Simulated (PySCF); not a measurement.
# CH7B2O2P: electronic excitations at several levels of theory, part 2 of 2

PySCF 2.14.0. Atoms count from 0. Earlier steps stand in the parts before.

### Step 9. TDDFT and polarisability: wB97X-D/def2-SVPD

What the job is given:

```
{"job": {"kind": "uv", "xc": "wB97X-D", "basis": "def2-SVPD", "ip": true}, "charge": 0, "multiplicity": 1}
B     -1.832197    -1.894923    -0.746802
O     -0.693711    -1.267527    -0.374036
B     -0.423583     0.086608    -0.273533
P     -1.802424     1.445567    -0.360597
O      0.855442     0.492848    -0.199352
C      1.963305    -0.379324    -0.213794
H     -1.852914    -3.102635    -0.689727
H     -2.788621    -1.254657    -1.129809
H     -2.652190     0.889271     0.639167
H     -1.143806     2.359021     0.510983
H      2.465682    -0.340146     0.764893
H      1.666817    -1.417241    -0.423283
H      2.672690    -0.037645    -0.981526
```

With the program's defaults for keys left out, this is: TDDFT wB97X-D/def2-SVPD, vertical, gas phase, core orbitals frozen in the response.

Standard output:

```text
coarse grid: 11400 points
cycle   1  E = -583.3735363570  dE =  6.316e-01  |g| = 7.898e-01  |ddm| = 4.850e+00
cycle   2  E = -583.3456541836  dE =  2.788e-02  |g| = 9.359e-01  |ddm| = 1.831e+00
cycle   3  E = -583.5001141042  dE = -1.545e-01  |g| = 4.736e-02  |ddm| = 8.578e-01
cycle   4  E = -583.5007971111  dE = -6.830e-04  |g| = 1.890e-02  |ddm| = 1.518e-01
cycle   5  E = -583.5009133574  dE = -1.162e-04  |g| = 4.219e-03  |ddm| = 6.263e-02
cycle   6  E = -583.5009192347  dE = -5.877e-06  |g| = 1.464e-03  |ddm| = 1.383e-02
final grid: 105576 points
cycle   7  E = -583.5834781591  dE = -8.278e-05  |g| = 3.651e-03  |ddm| = 1.516e-01
cycle   8  E = -583.5834807546  dE = -2.595e-06  |g| = 2.712e-03  |ddm| = 1.884e-02
cycle   9  E = -583.5834822352  dE = -1.481e-06  |g| = 6.890e-04  |ddm| = 4.234e-03
cycle  10  E = -583.5834823470  dE = -1.118e-07  |g| = 2.981e-04  |ddm| = 1.886e-03
cycle  11  E = -583.5834823728  dE = -2.576e-08  |g| = 5.771e-05  |ddm| = 7.216e-04
cycle  12  E = -583.5834823748  dE = -1.990e-09  |g| = 3.048e-05  |ddm| = 2.849e-04
cycle  13  E = -583.5834823752  dE = -4.015e-10  |g| = 1.203e-05  |ddm| = 1.321e-04
converged SCF energy = -583.5834823752

Static polarisability (au): isotropic 75.307, principal 59.610 79.599 86.711

Singlet excitations
state   eV       nm        f      main configurations
  1   5.6409    219.8   0.01472   H->L 0.60, H-1->L 0.32
  2   6.2589    198.1   0.03445   H-1->L 0.44, H->L 0.29
  3   6.8189    181.8   0.06168   H->L+1 0.67, H->L+4 0.10
  4   6.9232    179.1   0.04034   H->L+4 0.48, H->L+5 0.29
  5   7.2126    171.9   0.10289   H->L+2 0.70
  6   7.6186    162.7   0.04050   H-2->L 0.28, H-4->L 0.17, H-3->L 0.16
  7   7.8109    158.7   0.12301   H->L+6 0.68, H->L+7 0.12
  8   8.0672    153.7   0.12304   H-2->L 0.38, H-3->L 0.31
  9   8.1786    151.6   0.01675   H-4->L 0.28, H-3->L 0.18, H-1->L+1 0.13
 10   8.2584    150.1   0.03559   H-1->L+1 0.23, H-4->L 0.17, H->L+5 0.13

Triplet excitations (Tamm-Dancoff, eV): 5.1677 5.5866 5.9663 6.5722
Vertical ionisation energy (delta-SCF) = 9.5195 eV
```

Run time: 55 s. Hardware: 1 thread of Arm Neoverse V2, shared host; peak memory 0.88 GiB.

This run: HOMO -9.15 eV, LUMO 0.80 eV; lowest singlet 5.64 eV.

### Step 10. Ultraviolet spectrum: LC-wPBE/def2-SVPD

Settings changed since step 9:

```diff
@@ -1,2 +1,2 @@
-{"job": {"kind": "uv", "xc": "wB97X-D", "basis": "def2-SVPD", "ip": true}, "charge": 0, "multiplicity": 1}
+{"job": {"kind": "uv", "xc": "LC-wPBE", "basis": "def2-SVPD", "ip": true}, "charge": 0, "multiplicity": 1}
 B     -1.832197    -1.894923    -0.746802
```

With the program's defaults for keys left out, this is: TDDFT LC-wPBE/def2-SVPD, vertical, gas phase, core orbitals frozen in the response.

Standard output:

```text
coarse grid: 11400 points
cycle   1  E = -583.1680210672  dE =  7.023e-01  |g| = 7.841e-01  |ddm| = 4.779e+00
cycle   2  E = -583.1789368625  dE = -1.092e-02  |g| = 8.327e-01  |ddm| = 1.798e+00
cycle   3  E = -583.2986680426  dE = -1.197e-01  |g| = 5.338e-02  |ddm| = 7.829e-01
cycle   4  E = -583.2997059277  dE = -1.038e-03  |g| = 1.855e-02  |ddm| = 1.655e-01
cycle   5  E = -583.2998331763  dE = -1.272e-04  |g| = 4.597e-03  |ddm| = 5.726e-02
cycle   6  E = -583.2998412736  dE = -8.097e-06  |g| = 1.544e-03  |ddm| = 1.439e-02
final grid: 105576 points
cycle   7  E = -583.4032874207  dE = -3.957e-05  |g| = 3.481e-03  |ddm| = 9.536e-02
cycle   8  E = -583.4032885461  dE = -1.125e-06  |g| = 2.561e-03  |ddm| = 1.271e-02
cycle   9  E = -583.4032899291  dE = -1.383e-06  |g| = 5.050e-04  |ddm| = 3.985e-03
cycle  10  E = -583.4032899747  dE = -4.563e-08  |g| = 1.818e-04  |ddm| = 1.156e-03
cycle  11  E = -583.4032899860  dE = -1.125e-08  |g| = 3.870e-05  |ddm| = 4.374e-04
cycle  12  E = -583.4032899869  dE = -9.661e-10  |g| = 1.486e-05  |ddm| = 1.271e-04
converged SCF energy = -583.4032899869

Static polarisability (au): isotropic 73.832, principal 58.466 78.348 84.681

Singlet excitations
state   eV       nm        f      main configurations
  1   5.7459    215.8   0.00559   H-1->L 0.54, H->L 0.28
  2   6.5825    188.4   0.06010   H->L 0.38, H->L+3 0.21, H-1->L 0.13
  3   7.0493    175.9   0.06232   H->L+5 0.67, H->L+4 0.16
  4   7.3015    169.8   0.10549   H->L+1 0.63, H->L+4 0.08
  5   7.6674    161.7   0.01634   H->L+3 0.35, H->L 0.15
  6   7.9160    156.6   0.02338   H-1->L+3 0.20, H-4->L 0.14, H-2->L 0.13
  7   8.0178    154.6   0.16624   H->L+7 0.42, H->L+3 0.17, H->L+6 0.09
  8   8.4776    146.2   0.12057   H-3->L 0.35, H-2->L 0.18, H-3->L+3 0.12
  9   8.5535    145.0   0.10021   H-4->L 0.26, H-2->L 0.22, H-7->L 0.14
 10   8.6667    143.1   0.03674   H-1->L+1 0.35, H->L+6 0.09, H->L+4 0.08

Triplet excitations (Tamm-Dancoff, eV): 5.1238 5.5070 5.8078 6.6704
Vertical ionisation energy (delta-SCF) = 9.5795 eV
```

It took 69 s on 1 thread of Arm Neoverse V2, shared host; peak memory 0.85 GiB.

This run: HOMO -9.95 eV, LUMO 1.17 eV; lowest singlet 5.75 eV.

### Step 11. Excited states and response: PBE0/6-31G*

Settings changed since step 10:

```diff
@@ -1,2 +1,2 @@
-{"job": {"kind": "uv", "xc": "LC-wPBE", "basis": "def2-SVPD", "ip": true}, "charge": 0, "multiplicity": 1}
+{"job": {"kind": "uv", "xc": "PBE0", "basis": "6-31G*"}, "charge": 0, "multiplicity": 1}
 B     -1.832197    -1.894923    -0.746802
```

With the program's defaults for keys left out, this is: TDDFT PBE0/6-31G*, vertical, gas phase, core orbitals frozen in the response.

Standard output:

```text
coarse grid: 11400 points
cycle   1  E = -583.4388776143  dE =  5.589e-01  |g| = 7.357e-01  |ddm| = 3.214e+00
cycle   2  E = -583.2868904507  dE =  1.520e-01  |g| = 1.155e+00  |ddm| = 1.357e+00
cycle   3  E = -583.5424333150  dE = -2.555e-01  |g| = 6.429e-02  |ddm| = 8.883e-01
cycle   4  E = -583.5434108132  dE = -9.775e-04  |g| = 2.164e-02  |ddm| = 9.031e-02
cycle   5  E = -583.5435533678  dE = -1.426e-04  |g| = 5.975e-03  |ddm| = 3.126e-02
cycle   6  E = -583.5435611865  dE = -7.819e-06  |g| = 2.419e-03  |ddm| = 7.043e-03
final grid: 105576 points
cycle   7  E = -583.4893113011  dE = -2.041e-05  |g| = 8.392e-03  |ddm| = 2.275e-02
cycle   8  E = -583.4893014026  dE =  9.899e-06  |g| = 1.133e-02  |ddm| = 1.359e-02
cycle   9  E = -583.4893264111  dE = -2.501e-05  |g| = 1.194e-03  |ddm| = 7.715e-03
cycle  10  E = -583.4893267691  dE = -3.580e-07  |g| = 1.506e-04  |ddm| = 1.261e-03
cycle  11  E = -583.4893267732  dE = -4.043e-09  |g| = 7.621e-05  |ddm| = 1.637e-04
cycle  12  E = -583.4893267742  dE = -1.015e-09  |g| = 2.533e-05  |ddm| = 7.007e-05
cycle  13  E = -583.4893267743  dE = -1.423e-10  |g| = 5.123e-06  |ddm| = 2.398e-05
converged SCF energy = -583.4893267743

Static polarisability (au): isotropic 63.301, principal 43.689 69.966 76.247

Singlet excitations
state   eV       nm        f      main configurations
  1   5.2886    234.4   0.02467   H->L 0.91
  2   6.0591    204.6   0.01237   H-1->L 0.85, H->L 0.08
  3   6.9804    177.6   0.02509   H->L+2 0.55, H->L+1 0.38
  4   7.1301    173.9   0.09211   H->L+1 0.47, H->L+2 0.41
  5   7.2680    170.6   0.09661   H-2->L 0.68, H-3->L 0.13
  6   7.4925    165.5   0.04510   H-3->L 0.77, H-2->L 0.17
  7   7.6888    161.3   0.02112   H-4->L 0.82
  8   8.0820    153.4   0.02451   H-1->L+1 0.86
  9   8.1244    152.6   0.07719   H->L+3 0.91
 10   8.6267    143.7   0.00972   H-5->L 0.53, H-1->L+2 0.42

Triplet excitations (Tamm-Dancoff, eV): 4.8470 5.4901 5.8671 6.2563
```

Run time: 13 s. Hardware: 1 thread of Arm Neoverse V2, shared host; peak memory 0.58 GiB.

This run: HOMO -7.16 eV, LUMO -0.74 eV; lowest singlet 5.29 eV.

### Step 12. Comparing the runs: electronic excitations

Excitations and ground-state properties, with basis size and wall time:

```
                run  lowest singlet (eV)  brightest (eV)      f  gap (eV)  α (Å³)  μ (D)  functions     time
       HF/def2-SVPD                 6.79            7.72  0.244     11.78   10.33   1.66        186     15 s
      LDA/def2-SVPD                 3.94            6.09  0.085      3.84   12.09   1.77        186     78 s
      PBE/def2-SVPD                 4.11            6.15  0.075      4.02   11.89   1.75        186  1.8 min
    B3LYP/def2-SVPD                 4.87            6.70  0.081      5.73   11.41   1.67        186     72 s
     PBE0/def2-SVPD                 5.07            6.82  0.124      6.18   11.31   1.70        186     50 s
BHandHLYP/def2-SVPD                 5.82            7.30  0.118      8.24   10.87   1.62        186     50 s
CAM-B3LYP/def2-SVPD                 5.49            7.71  0.105      8.56   11.19   1.68        186     88 s
  wB97X-D/def2-SVPD                 5.64            8.07  0.123      9.95   11.16   1.75        186     55 s
  LC-wPBE/def2-SVPD                 5.75            8.02  0.166     11.12   10.94   1.78        186     69 s
        PBE0/6-31G*                 5.29            7.27  0.097      6.43    9.38   2.11        102     13 s
```

### Step 13. Results

The summary covers parts 1 to 2.

| quantity | value |
| --- | --- |
| lowest singlet (HF/def2-SVPD) | 6.79 eV (183 nm), f = 0.009 |
| brightest single state of those computed | state 4, 7.72 eV, f = 0.244 |
| lowest triplet | 5.55 eV |
| vertical ionisation energy (ΔSCF) | 8.61 eV |
| range of the lowest singlet | 3.94 to 6.79 eV |

**Reading.** Single values in the summary come from the first run of each kind that ended normally (HF/def2-SVPD), which need not be the best level. The first singlet state (HOMO−1→LUMO+1 0.35, HOMO→LUMO+1 0.21) lies at 6.79 eV and is weak; of the 10 states computed, the strongest absorption comes from state 4 at 7.72 eV. The lowest triplet lies 1.24 eV below the lowest singlet (triplets in Tamm-Dancoff, singlets in full TDDFT). At HF/def2-SVPD, the highest states lie near or above the ionisation energy, where they hang on the basis. The orbital energy would give 9.92 eV for ionisation, ΔSCF gives 8.61 eV. The lowest singlet runs from 3.94 eV (LDA/def2-SVPD) to 6.79 eV (HF/def2-SVPD), while the orbital gap spans 3.84 to 11.78 eV. The lowest state need not be the same one in every run. The runs solved for a few states only, so the brightest column depends on that window.
